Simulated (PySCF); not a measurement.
**IrC: from the state search to spectroscopic constants**

One job finds the state of IrC, follows it along the bond with each method and fits the curves.

Computed with PySCF 2.14.0. Level: Ir x2c-TZVPPall, C x2c-TZVPPall, spin-free X2C with a Gaussian nucleus.

## (1) Input

The job is set up so:

| Quantity | Value |
| --- | --- |
| atoms | Ir, C |
| charge | 0 |
| basis | Ir x2c-TZVPPall, C x2c-TZVPPall |
| Hamiltonian | spin-free X2C with a Gaussian nucleus |
| basis functions | 128 |
| electrons treated | 83 |
| masses in u | 192.9629, 12.0000 |
| levels | PBE0, PBE, r²SCAN, B2PLYP, B97-3, MN15, PW91, ωB97M-V, HF, MP2, SCS-MP2 |
| grid | 80 radial by 434 angular points |
| occupations | held fixed by the projection of orbital angular momentum |
| dissociation limit | Ir + C, each in its ground configuration |
| starting distance in angstrom | 1.895 |
| values of 2S to try | 1, 3, 5, 7 |

Started as:

```console
> OMP_NUM_THREADS=2 python dia.py task.json out
```

After this run come: First curve: PBE0; Excited determinants; PBE; r²SCAN; B2PLYP (double hybrid); B97-3; MN15 (hybrid meta-GGA); PW91 (GGA); ωB97M-V (range-separated hybrid); UHF (mean field).

What does the calculation give? Wanted: for each run, Re; ωe; De; μ.

The runs gave:

Lowest PBE0 solution found, without spin–orbit coupling: doublet, unpaired electrons σ ↑. State 2 has its PBE0 minimum 0.38 eV higher. State 3 has its PBE0 minimum 1.81 eV higher. State 4 has its PBE0 minimum 2.21 eV higher, as a spin-mixed determinant (⟨S²⟩ = 1.77), so this is no gap between pure states. The other levels ran on the lowest alone.

| level | Re (Å) | ωe (cm⁻¹) | De (eV) | μ (D) |
| --- | --- | --- | --- | --- |
| PBE | 1.636 | 1156 | 8.15 | -1.99 |
| PW91 | 1.636 | 1156 | 8.17 | -1.98 |
| r²SCAN | 1.617 | 1198 | 7.34 | -2.12 |
| PBE0 | 1.619 | 1202 | 7.02 | -2.19 |
| B97-3 | 1.621 | 1192 | 6.82 | -2.32 |
| MN15 | 1.619 | 1198 | 6.84 | -2.06 |
| ωB97M-V | 1.612 | 1220 | 6.77 | -2.28 |

De is counted to Ir + C in their ground configurations. A positive dipole means Ir(−)C(+). No constants: UHF (the points don't follow one smooth fit); UHF-MP2 (the points don't follow one smooth fit); UHF-SCS-MP2 (the points don't follow one smooth fit); B2PLYP (the points don't follow one smooth fit).

In words: The methods spread over 0.025 Å in bond length, from ωB97M-V to PBE. Of the levels with a De here, ωB97M-V gives the least (6.77 eV) and PW91 the most (8.17 eV).

Correlated steps freeze 24 core orbitals. Spin–orbit coupling is left out, which matters for elements this heavy, above all for dissociation energies. B2PLYP dipoles, levels and charges come from its SCF part alone. The state is the lowest single determinant that the PBE0 search found; with open d or f shells the true ground state can be another one. With spin–orbit coupling the term label itself may not hold.
